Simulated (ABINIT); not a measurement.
# SnTe3 (Fm-3m) in ABINIT: settings compared

One crystal, SnTe3, is run at these levels: PBEsol, LDA, r2SCAN, PBE, TB-mBJ; tasks: band structure.

All numbers are computed with ABINIT 10.8.3 (patched build); they aren't measurements. Logs are shortened: lines on timing, memory, paths and dates and some standing lists are left out, and cuts for length are marked. The log counts tension as positive stress, the text compression.

## 1. The crystal as given

It takes space group Fm-3m (No. 225, cubic). Conventional cell: a = 7.722 Å, b = 7.722 Å, c = 7.722 Å, α = 90.00°, β = 90.00°, γ = 90.00°. Around Te (site symmetry m-3m) lie 8 Te at 3.34 Å. Around Te (site symmetry -43m) lie 4 Te at 3.34 Å and 4 Sn at 3.34 Å. Sn (site symmetry m-3m) is surrounded by 8 Te at 3.34 Å.

The cell comes from a database or a generator and needn't be the stable form of this composition.

## 2. Band structure, PBEsol

File run.abi:

```
# Datasets: ground state, then fixed potential
ndtset 2

# Pseudopotentials
pp_dirpath "./"
pseudos "Te.upf, Sn.upf"

# Structure
acell 10.319016323 10.319016323 10.319016323
rprim
     0.0000000000     0.7071067812     0.7071067812
     0.7071067812     0.0000000000     0.7071067812
     0.7071067812     0.7071067812     0.0000000000
ntypat 2
znucl 52 50
natom 4
typat 1 1 1 2
xred
     0.5000000000     0.5000000000     0.5000000000
     0.7500000000     0.7500000000     0.7500000000
     0.2500000000     0.2500000000     0.2500000000
     0.0000000000     0.0000000000     0.0000000000

# Plane-wave basis
ecut 40.0

# Exchange and correlation
ixc -116133

# Bands and occupations
occopt 3
tsmear 0.00183747

# SCF cycle
nstep 100

# Output
iomode 3
prtwf 0
prteig 0
prtebands 0
enunit 1
prtden1 1
prtvha1 1
prtvclmb1 1
prtpot1 1
prtelf1 1

# Dataset 1
kptopt1 1
ngkpt1 6 6 6
nshiftk1 1
shiftk1 0.0 0.0 0.0
nband1 38
tolvrs1 1.0e-10

# Dataset 2: bands along G-X-W-K-G-L-U-W-L-K
iscf2 -2
getden2 1
nband2 44
nbdbuf2 4
tolwfr2 1.0e-11
kptopt2 -9
ndivsm2 6
prteig2 1
prtvol2 -3
kptbounds2
     0.0000000000     0.0000000000     0.0000000000
     0.5000000000     0.0000000000     0.5000000000
     0.5000000000     0.2500000000     0.7500000000
     0.3750000000     0.3750000000     0.7500000000
     0.0000000000     0.0000000000     0.0000000000
     0.5000000000     0.5000000000     0.5000000000
     0.6250000000     0.2500000000     0.6250000000
     0.5000000000     0.2500000000     0.7500000000
     0.5000000000     0.5000000000     0.5000000000
     0.3750000000     0.3750000000     0.7500000000
```

Potentials or basis: PseudoDojo NC SR PBEsol v0.4.1 standard.

Command:

```bash
> mpirun --bind-to none -np 4 abinit run.abi > log 2>&1
```

run.abo:

```text
.Version 10.8.3 of ABINIT
 DATASET    1 : space group Fm -3 m (#225); Bravais cF (face-center cubic)
================================================================================
 Values of the parameters that define the memory need for DATASET  1.
     intxc =       0    ionmov =       0      iscf =       7    lmnmax =       6
     lnmax =       6     mgfft =      60  mpssoang =       3    mqgrid =    3001
     natom =       4  nloc_mem =       1    nspden =       1   nspinor =       1
    nsppol =       1      nsym =      48    n1xccc =    2501    ntypat =       2
    occopt =       3   xclevel =       2
       mpw =        9435          nfft =      216000          nkpt =          16
================================================================================
================================================================================

 DATASET    2 : space group Fm -3 m (#225); Bravais cF (face-center cubic)
================================================================================
 Values of the parameters that define the memory need for DATASET  2.
     intxc =       0    ionmov =       0      iscf =      -2    lmnmax =       6
     lnmax =       6     mgfft =      60  mpssoang =       3    mqgrid =    3001
     natom =       4  nloc_mem =       1    nspden =       1   nspinor =       1
    nsppol =       1      nsym =      48    n1xccc =    2501    ntypat =       2
    occopt =       3   xclevel =       2
       mpw =        9435          nfft =      216000          nkpt =         103
================================================================================
================================================================================

--------------------------------------------------------------------------------
------------- Echo of variables that govern the present computation ------------
--------------------------------------------------------------------------------
 -outvars: echo values of preprocessed input variables --------
            acell      1.0319016323E+01  1.0319016323E+01  1.0319016323E+01 Bohr
              amu      1.27600000E+02  1.18710000E+02
             ecut      4.00000000E+01 Hartree
           enunit           1
           getden1          0
           getden2          1
             iscf1          7
             iscf2         -2
              ixc     -116133
           jdtset        1    2
           kptopt1          1
           kptopt2         -9
         kptrlatt        6    0    0      0    6    0      0    0    6
          kptrlen1     6.19140979E+01
          kptrlen2     3.00000000E+01
            natom           4
            nband1         38
            nband2         44
           nbdbuf1          0
           nbdbuf2          4
           ndtset           2
           ndivsm1          0
           ndivsm2          6
            ngfft          60      60      60
             nkpt1         16
             nkpt2        103
            nstep         100
             nsym          48
           ntypat           2
           occopt           3
        prtebands           0
           prteig1          0
           prteig2          1
           prtelf1          1
           prtelf2          0
           prtpot1          1
           prtpot2          0
         prtvclmb1          1
         prtvclmb2          0
           prtvha1          1
           prtvha2          0
           prtvol1          0
           prtvol2         -3
            prtwf           0
            rprim      0.0000000000E+00  7.0710678120E-01  7.0710678120E-01
[... 250 lines left out ...]
 -1.1555E+00 -1.1555E+00 -1.1554E+00 -1.1554E+00 -1.1554E+00 -1.1378E+00
 -1.1378E+00 -1.1376E+00 -1.1376E+00 -1.1376E+00 -1.1375E+00 -1.1375E+00
 -1.1375E+00 -1.1375E+00 -1.1375E+00 -5.6936E-01 -5.6936E-01 -5.6936E-01
 -5.6925E-01 -5.6925E-01 -2.7408E-01 -1.5312E-01 -1.2951E-01  2.5572E-02
  1.0002E-01  1.0002E-01  1.0002E-01  1.0012E-01  1.0012E-01  1.0012E-01
  1.5401E-01  1.5401E-01  1.5401E-01  3.3405E-01  3.3405E-01  3.7123E-01
  3.7123E-01  3.7123E-01  6.0672E-01  6.0672E-01  6.0672E-01  6.0833E-01
[... 1517 lines left out ...]
  9.06E-13  1.01E-12  1.17E-12  5.79E-12  1.09E-12  7.63E-12  7.82E-13  4.78E-12
  8.15E-12  1.52E-12  1.45E-12  1.38E-12  7.45E-12  7.60E-12  1.12E-12  3.32E-12
  2.71E-12  1.99E-12  2.64E-12  2.34E-12  4.65E-12  4.65E-12  3.45E-12  2.90E-12
  2.64E-12  8.06E-12  2.60E-12  4.06E-12  7.27E-12  9.05E-12  2.07E-12  4.12E-12
  3.32E-12  1.58E-12  1.88E-12  2.80E-12  5.64E-12  3.71E-12  3.88E-12  7.93E-12
  5.45E-12  2.81E-10  1.34E-09  1.13E-08
 -1.1555E+00 -1.1555E+00 -1.1554E+00 -1.1554E+00 -1.1554E+00 -1.1378E+00
 -1.1377E+00 -1.1376E+00 -1.1376E+00 -1.1376E+00 -1.1376E+00 -1.1376E+00
 -1.1376E+00 -1.1375E+00 -1.1375E+00 -5.6941E-01 -5.6933E-01 -5.6931E-01
 -5.6927E-01 -5.6924E-01 -2.0889E-01 -1.9864E-01 -1.8043E-01 -6.0981E-02
  2.5291E-02  7.1358E-02  1.1207E-01  1.3190E-01  1.7703E-01  2.0566E-01
  2.1056E-01  2.4449E-01  2.6093E-01  3.1322E-01  3.2673E-01  3.3942E-01
  4.4822E-01  4.5535E-01  4.7819E-01  4.8151E-01  4.8739E-01  5.1269E-01
  5.3086E-01  5.3501E-01

--- !ResultsGS
iteration_state: {dtset: 2, }
comment   : Summary of ground state results
lattice_vectors:
- [  0.0000000,   7.2966464,   7.2966464, ]
- [  7.2966464,   0.0000000,   7.2966464, ]
- [  7.2966464,   7.2966464,   0.0000000, ]
lattice_lengths: [  10.31902,   10.31902,   10.31902, ]
lattice_angles: [ 60.000,  60.000,  60.000, ] # degrees, (23, 13, 12)
lattice_volume:   7.7696222E+02
convergence: {deltae:  0.000E+00, res2:  0.000E+00, residm:  9.996E-12, diffor:  0.000E+00, }
etotal    :  -3.92651053E+02
entropy   :   0.00000000E+00
fermie    :   2.21177482E-01
cartesian_stress_tensor: null
pressure_GPa: null
xred      :
- [  5.0000E-01,   5.0000E-01,   5.0000E-01, Te]
- [  7.5000E-01,   7.5000E-01,   7.5000E-01, Te]
- [  2.5000E-01,   2.5000E-01,   2.5000E-01, Te]
- [  0.0000E+00,   0.0000E+00,   0.0000E+00, Sn]
cartesian_forces: null
force_length_stats: {min: null, max: null, mean: null, }
...

 Integrated electronic density in atomic spheres:
 ------------------------------------------------
 Atom  Sphere_radius  Integrated_density
    1        2.00000         11.89423559
    2        2.00000         11.92815316
    3        2.00000         11.92815316
    4        2.00000         10.53505290
================================================================================

 ----iterations are completed or convergence reached----

 Mean square residual over all n,k,spin=   44.820E-13; max=  99.963E-13
 reduced coordinates (array xred) for    4 atoms
       0.500000000000      0.500000000000      0.500000000000
       0.750000000000      0.750000000000      0.750000000000
       0.250000000000      0.250000000000      0.250000000000
       0.000000000000      0.000000000000      0.000000000000

 cartesian coordinates (angstrom) at end:
    1      3.86121899743628     3.86121899743628     3.86121899743628
    2      5.79182849615442     5.79182849615442     5.79182849615442
    3      1.93060949871814     1.93060949871814     1.93060949871814
    4      0.00000000000000     0.00000000000000     0.00000000000000
 length scales= 10.319016323000 10.319016323000 10.319016323000 bohr
              =  5.460588273363  5.460588273363  5.460588273363 angstroms
 Eigenvalues (   eV  ) for nkpt= 103  k points:
 kpt#   1, nband= 44, wtk=  1.00000, kpt=  0.0000  0.0000  0.0000 (reduced coord)
 -31.44409  -31.44409  -31.44023  -31.44023  -31.44023  -30.96230  -30.96230  -30.95676
 -30.95676  -30.95676  -30.95333  -30.95333  -30.95333  -30.95295  -30.95295  -15.49318
 -15.49318  -15.49318  -15.49004  -15.49004   -7.45812   -4.16655   -3.52413    0.69586
   2.72155    2.72155    2.72155    2.72444    2.72444    2.72444    4.19092    4.19092
   4.19092    9.08993    9.08993   10.10162   10.10162   10.10162   16.50979   16.50979
  16.50979   16.55354   18.21636   18.21688
 kpt#   2, nband= 44, wtk=  1.00000, kpt=  0.0294  0.0000  0.0294 (reduced coord)
 -31.44409  -31.44409  -31.44023  -31.44023  -31.44022  -30.96230  -30.96225  -30.95676
 -30.95674  -30.95674  -30.95335  -30.95335  -30.95334  -30.95300  -30.95295  -15.49320
 -15.49317  -15.49317  -15.49005  -15.49004   -7.45085   -4.17242   -3.53375    0.67316
   2.50064    2.50064    2.73298    2.74270    2.93458    2.93458    4.20161    4.22446
   4.22446    9.09785    9.13989   10.05937   10.07919   10.07919   16.47024   16.47024
  16.51515   16.59927   17.83111   18.30104
 kpt#   3, nband= 44, wtk=  1.00000, kpt=  0.0588  0.0000  0.0588 (reduced coord)
 -31.44409  -31.44409  -31.44023  -31.44023  -31.44022  -30.96230  -30.96210  -30.95676
 -30.95669  -30.95669  -30.95340  -30.95340  -30.95335  -30.95315  -30.95295  -15.49326
[... 690 lines left out ...]
 kpt# 102, nband= 44, wtk=  1.00000, kpt=  0.3875  0.3875  0.7250 (reduced coord)
 -31.44401  -31.44396  -31.44038  -31.44027  -31.44007  -30.96066  -30.95967  -30.95632
 -30.95570  -30.95551  -30.95533  -30.95469  -30.95469  -30.95426  -30.95388  -15.49436
 -15.49250  -15.49175  -15.49062  -15.48991   -5.76436   -5.35498   -4.88457   -1.63568
   0.75358    2.19781    2.84090    3.50067    4.65679    5.55324    5.58072    6.72256
   7.05507    8.62328    8.97111    9.20193   12.31710   12.55071   13.19482   13.29000
  13.34080   13.87369   14.18549   14.66027
 kpt# 103, nband= 44, wtk=  1.00000, kpt=  0.3750  0.3750  0.7500 (reduced coord)
 -31.44401  -31.44395  -31.44038  -31.44029  -31.44004  -30.96093  -30.95961  -30.95642
 -30.95576  -30.95548  -30.95532  -30.95466  -30.95442  -30.95428  -30.95382  -15.49453
 -15.49235  -15.49169  -15.49068  -15.48987   -5.68419   -5.40537   -4.90984   -1.65939
   0.68821    1.94175    3.04948    3.58912    4.81713    5.59628    5.72950    6.65289
   7.10017    8.52317    8.89082    9.23614   12.19664   12.39082   13.01217   13.10243
  13.26264   13.95094   14.44546   14.55840

== END DATASET(S) ==============================================================
================================================================================

 -outvars: echo values of variables after computation  --------
            acell      1.0319016323E+01  1.0319016323E+01  1.0319016323E+01 Bohr
           etotal1    -3.9265105302E+02
            fcart1     1.8018800695E-32 -1.2613160487E-31  3.0631961182E-31
                      -4.8650761877E-31 -5.4056402086E-32 -1.9820680765E-31
                       6.6669562572E-31 -5.4056402086E-32 -1.9820680765E-31
                      -1.9820680765E-31  2.3424440904E-31  9.0094003476E-32
            rprim      0.0000000000E+00  7.0710678120E-01  7.0710678120E-01
                       7.0710678120E-01  0.0000000000E+00  7.0710678120E-01
                       7.0710678120E-01  7.0710678120E-01  0.0000000000E+00
           strten1     9.0901050826E-05  9.0901050826E-05  9.0901050826E-05
                       0.0000000000E+00  0.0000000000E+00  0.0000000000E+00
           xangst      3.8612189974E+00  3.8612189974E+00  3.8612189974E+00
                       5.7918284962E+00  5.7918284962E+00  5.7918284962E+00
                       1.9306094987E+00  1.9306094987E+00  1.9306094987E+00
                       0.0000000000E+00  0.0000000000E+00  0.0000000000E+00
             xred      5.0000000000E-01  5.0000000000E-01  5.0000000000E-01
                       7.5000000000E-01  7.5000000000E-01  7.5000000000E-01
                       2.5000000000E-01  2.5000000000E-01  2.5000000000E-01
                       0.0000000000E+00  0.0000000000E+00  0.0000000000E+00
 Calculation completed.
```

Run time: 5.6 min. Hardware: 4 MPI ranks of Arm Neoverse V1, shared host; peak memory 1 GiB.

Results:

```
Free energy                                           : -10684.5795 eV
Pressure                                              : -2.7 GPa
Band gap on the k mesh                                : none (metal or under the smearing width)
Valence electrons inside the program's atomic spheres : Te 11.89, 11.93; Sn 10.54
```

Levels at the corners of the path, in eV from the Fermi level:
```tsv
point	band 29	band 30	band 31	band 32	band 33	band 34
Γ	-3.29	-3.29	-1.83	-1.83	-1.83	3.07
X	-0.57	-0.57	0.06	0.18	0.18	2.12
W	-0.32	-0.24	0.28	0.28	1.33	2.42
K	-1.20	-0.42	-0.29	0.63	1.08	2.50
Γ	-3.29	-3.29	-1.83	-1.83	-1.83	3.07
L	-2.02	-1.94	0.40	0.40	1.28	1.81
U	-1.20	-0.42	-0.29	0.63	1.08	2.50
W	-0.32	-0.24	0.28	0.28	1.33	2.42
L	-2.02	-1.94	0.40	0.40	1.28	1.81
K	-1.20	-0.42	-0.29	0.63	1.08	2.50
```

Caveat: spin-orbit coupling is left out, which moves the levels of the heavy elements.

## 3. Band structure, LDA

Edit run.abi of step 2 so:

```diff
@@ -5,3 +5,3 @@
 pp_dirpath "./"
-pseudos "Te.upf, Sn.upf"
+pseudos "Te.LDA_PW-JTH.xml, Sn.LDA_PW-JTH.xml"
 
@@ -24,6 +24,7 @@
 # Plane-wave basis
-ecut 40.0
+ecut 22.0
+pawecutdg 44.0
 
 # Exchange and correlation
-ixc -116133
+ixc 7
 
@@ -46,3 +47,2 @@
 prtpot1 1
-prtelf1 1
 
@@ -53,4 +53,4 @@
 shiftk1 0.0 0.0 0.0
-nband1 38
-tolvrs1 1.0e-10
+nband1 20
+tolvrs1 1.0e-9
 
@@ -59,3 +59,3 @@
 getden2 1
-nband2 44
+nband2 26
 nbdbuf2 4
```

Potentials or basis: JTH PAW LDA v2.0.

Command:

```bash
> mpirun --bind-to none -np 4 abinit run.abi > log 2>&1
```

run.abo:

```text
.Version 10.8.3 of ABINIT
 DATASET    1 : space group Fm -3 m (#225); Bravais cF (face-center cubic)
================================================================================
 Values of the parameters that define the memory need for DATASET  1.
     intxc =       0    ionmov =       0      iscf =      17    lmnmax =      18
     lnmax =       6     mgfft =      45  mpssoang =       3    mqgrid =    3001
     natom =       4  nloc_mem =       2    nspden =       1   nspinor =       1
    nsppol =       1      nsym =      48    n1xccc =       1    ntypat =       2
    occopt =       3   xclevel =       1
       mpw =        3856          nfft =       91125          nkpt =          16
Pmy_natom=         1
 PAW method is used; the additional fine FFT grid is defined by:
   mgfftf=        64    nfftf =    262144
================================================================================
================================================================================

 DATASET    2 : space group Fm -3 m (#225); Bravais cF (face-center cubic)
================================================================================
[... 1945 lines left out ...]

 -outvars: echo values of variables after computation  --------
            acell      1.0319016323E+01  1.0319016323E+01  1.0319016323E+01 Bohr
           etotal1    -9.5137893449E+01
            fcart1    -7.2075202781E-32  2.7369110631E-48  7.2075202781E-32
                      -1.4415040556E-31  7.2075202781E-32  0.0000000000E+00
                       2.8830081112E-31 -7.2075202781E-32 -1.4415040556E-31
                      -7.2075202781E-32  2.7369110631E-48  7.2075202781E-32
            rprim      0.0000000000E+00  7.0710678120E-01  7.0710678120E-01
                       7.0710678120E-01  0.0000000000E+00  7.0710678120E-01
                       7.0710678120E-01  7.0710678120E-01  0.0000000000E+00
           strten1     1.2783333310E-04  1.2783333310E-04  1.2783333310E-04
                       0.0000000000E+00  0.0000000000E+00  0.0000000000E+00
           xangst      3.8612189974E+00  3.8612189974E+00  3.8612189974E+00
                       5.7918284962E+00  5.7918284962E+00  5.7918284962E+00
                       1.9306094987E+00  1.9306094987E+00  1.9306094987E+00
                       0.0000000000E+00  0.0000000000E+00  0.0000000000E+00
             xred      5.0000000000E-01  5.0000000000E-01  5.0000000000E-01
                       7.5000000000E-01  7.5000000000E-01  7.5000000000E-01
                       2.5000000000E-01  2.5000000000E-01  2.5000000000E-01
                       0.0000000000E+00  0.0000000000E+00  0.0000000000E+00
 Calculation completed.
```

It took 90 s on 4 MPI ranks of Arm Neoverse V1, shared host; peak memory 0.64 GiB.

What came out:

- Free energy: -2588.8340 eV
- Pressure: -3.8 GPa
- Band gap on the k mesh: none (metal or under the smearing width)
- Valence electrons inside the program's atomic spheres: Te 3.02, 3.08; Sn 11.77

Levels at the corners of the path, in eV from the Fermi level:
```csv
point,band 14,band 15,band 16,band 17,band 18,band 19
Γ,-3.26,-3.26,-1.80,-1.80,-1.80,3.20
X,-0.56,-0.56,0.07,0.17,0.17,2.12
W,-0.33,-0.22,0.28,0.28,1.32,2.42
K,-1.18,-0.42,-0.28,0.62,1.07,2.50
Γ,-3.26,-3.26,-1.80,-1.80,-1.80,3.20
L,-2.04,-1.94,0.41,0.41,1.26,1.82
U,-1.18,-0.42,-0.28,0.62,1.07,2.50
W,-0.33,-0.22,0.28,0.28,1.32,2.42
L,-2.04,-1.94,0.41,0.41,1.26,1.82
K,-1.18,-0.42,-0.28,0.62,1.07,2.50
```

Caveat: spin-orbit coupling is left out, which moves the levels of the heavy elements.

## 4. Band structure, r2SCAN

Edit run.abi of step 3 so:

```diff
@@ -5,3 +5,3 @@
 pp_dirpath "./"
-pseudos "Te.LDA_PW-JTH.xml, Sn.LDA_PW-JTH.xml"
+pseudos "Te.GGA_PBE-JTH.xml, Sn.GGA_PBE-JTH.xml"
 
@@ -24,7 +24,9 @@
 # Plane-wave basis
-ecut 22.0
-pawecutdg 44.0
+ecut 26.0
+pawecutdg 48.0
 
 # Exchange and correlation
-ixc 7
+ixc -497498
+usekden 1
+pawxcdev 0
 
@@ -44,2 +46,3 @@
 prtden1 1
+prtkden1 1
 prtvha1 1
@@ -54,3 +57,3 @@
 nband1 20
-tolvrs1 1.0e-9
+tolvrs1 1.0e-7
 
@@ -59,2 +62,3 @@
 getden2 1
+getkden2 1
 nband2 26
```

Potentials or basis: JTH PAW PBE v2.0.

Command:

```bash
> mpirun --bind-to none -np 4 abinit run.abi > log 2>&1
```

It took 5.8 min on 4 MPI ranks of Arm Neoverse V1, shared host; peak memory 1.1 GiB.

The run converged. Its results:

| Property | Result |
| --- | --- |
| Free energy | -185.6345 eV |
| Pressure | -0.1 GPa |
| Band gap on the k mesh | none (metal or under the smearing width) |
| Valence electrons inside the program's atomic spheres | Te 2.99, 3.05; Sn 11.74 |

Levels at the corners of the path, in eV from the Fermi level:
```tsv
point	band 13	band 14	band 15	band 16	band 17	band 18	band 19	band 20
Γ	-3.45	-3.45	-3.45	-1.93	-1.93	-1.93	3.57	3.57
X	-0.86	-0.69	-0.69	-0.03	0.12	0.12	2.30	3.61
W	-3.73	-0.44	-0.33	0.25	0.25	1.47	2.67	2.67
K	-2.49	-1.32	-0.47	-0.39	0.60	1.20	2.72	3.13
Γ	-3.45	-3.45	-3.45	-1.93	-1.93	-1.93	3.57	3.57
L	-3.59	-2.10	-1.97	0.42	0.42	1.34	1.99	1.99
U	-2.49	-1.32	-0.47	-0.39	0.60	1.20	2.72	3.13
W	-3.73	-0.44	-0.33	0.25	0.25	1.47	2.67	2.67
L	-3.59	-2.10	-1.97	0.42	0.42	1.34	1.99	1.99
K	-2.49	-1.32	-0.47	-0.39	0.60	1.20	2.72	3.13
```

Caveat: totals of a meta-GGA on PAW files have another zero than those of a GGA; the PAW data sets were made with another functional, which shifts forces and pressure a little; spin-orbit coupling is left out, which moves the levels of the heavy elements.

(Continued in part 2 of 2.)
